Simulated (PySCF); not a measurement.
**CsMg: from the state search to spectroscopic constants**

The task here is to estimate one member of a computed series from the others.

The runs use PySCF 2.14.0; Cs def2-SVP with ECP46, Mg def2-SVP, scalar-relativistic core potentials.

Set-up of the first run:

A driver script around PySCF takes these settings:

```yaml
atoms: Cs, Mg
charge: 0
basis: Cs def2-SVP with ECP46, Mg def2-SVP
Hamiltonian: scalar-relativistic core potentials
basis_functions: 42
electrons_treated: 21
masses_in_u: 132.9054, 23.9850
levels: PBE0, PBE, r²SCAN, TPSSh, r²SCANh, B3LYP, ωB97X, HF, MP2, SCS-MP2, CCSD, CCSD(T)
grid: 80 radial by 434 angular points
occupations: held fixed by the projection of orbital angular momentum
dissociation_limit: Cs + Mg, each in its ground configuration
starting_distance_in_angstrom: 3.560
values_of_2S_to_try: 1, 3
```

On the command line:

```sh
> OMP_NUM_THREADS=1 python dia.py task.json out
```

Steps of the session up to this table: The job; The PBE0 curve of the state that the search chose; Excited determinants; PBE (GGA); r²SCAN (meta-GGA); TPSSh (hybrid meta-GGA); r²SCANh; B3LYP (global hybrid GGA); ωB97X (range-separated hybrid); ROHF; MP2 and coupled cluster.

One table of the session follows, with a row left open; its other results are not shown here.

Energy (eV) from each level's lowest point:

| R (Å) | ROHF | ROHF-MP2 | ROHF-SCS-MP2 | ROHF-CCSD | ROHF-CCSD(T) |
| --- | --- | --- | --- | --- | --- |
| 3.764 | 0.273 | 0.157 | 0.169 | n/a | n/a |
| 3.939 | 0.188 | 0.091 | 0.101 | 0.078 | 0.069 |
| 4.114 | 0.129 | 0.049 | 0.056 | 0.039 | 0.033 |
| 4.246 | 0.096 | 0.029 | 0.035 | 0.021 | 0.016 |
| 4.377 | 0.072 | 0.015 | 0.020 | 0.010 | 0.007 |
| 4.508 | 0.053 | 0.007 | 0.010 | 0.004 | 0.002 |
| 4.683 | 0.035 | 0.002 | 0.003 | 0.000 | 0.000 |
| 4.902 | ? | ? | ? | ? | ? |
| 5.165 | 0.009 | 0.002 | 0.000 | 0.004 | 0.009 |
| 5.515 | 0.000 | 0.008 | 0.004 | n/a | n/a |

Q: Estimate the row for R (Å) = 4.902 from the others.

Worked estimate for «ROHF». A straight line through the neighbours (4.683, 0.035) and (5.165, 0.009) gives 0.035 + (0.009 − 0.035) × (4.902 − 4.683) / (5.165 − 4.683) = 0.023; a parabola fitted to 4 rows on both sides gives 0.021.

**Answer.** ROHF: 0.020; ROHF-MP2: 0.000; ROHF-SCS-MP2: 0.000; ROHF-CCSD: 0.000; ROHF-CCSD(T): 0.003. In «ROHF» the line misses by +0.003 and the parabola by +0.001.

To keep in mind: The bond is weak, and basis-set superposition, which was not computed, may be a sizeable part of it.
